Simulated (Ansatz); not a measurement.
LaSc in Ansatz: the effect of strain

The system is LaSc.

```
CELL_PARAMETERS angstrom
3.86908 0.00000 0.00000
0.00000 3.94804 0.00000
0.00000 0.00000 3.94804
ATOMIC_POSITIONS crystal
La 0.00000 0.00000 0.00000
Sc 0.50000 0.50000 0.50000
```

The cell was built by a generator and needn't be a form met in nature.

The cell isn't the ideal one: strained by -2 %.

Alike in all runs:

```yaml
Program: Ansatz 0.2.0
Task: relaxation of the atoms
Functional: PBE
Potentials_or_basis: Ansatz PAW
Cutoff: "420 eV (not typed: the program's choice for these potentials)"
k_mesh: 7 × 7 × 7
Occupations: fermi-dirac, width 0.05 eV
Spin: no spin polarisation
```

Each run relaxes the cell or the atoms first.

| strain | pressure (GPa) |
| --- | --- |
| -0.02 | 0.7 |
| -0.01 | 0.3 |
| 0.01 | ? |

Q: What does the run with strain 0.01 give?

A: Pressure -0.4 GPa.

Caveats: the relaxation stopped at its first step, so nothing moved; the thresholds are loose for stress.
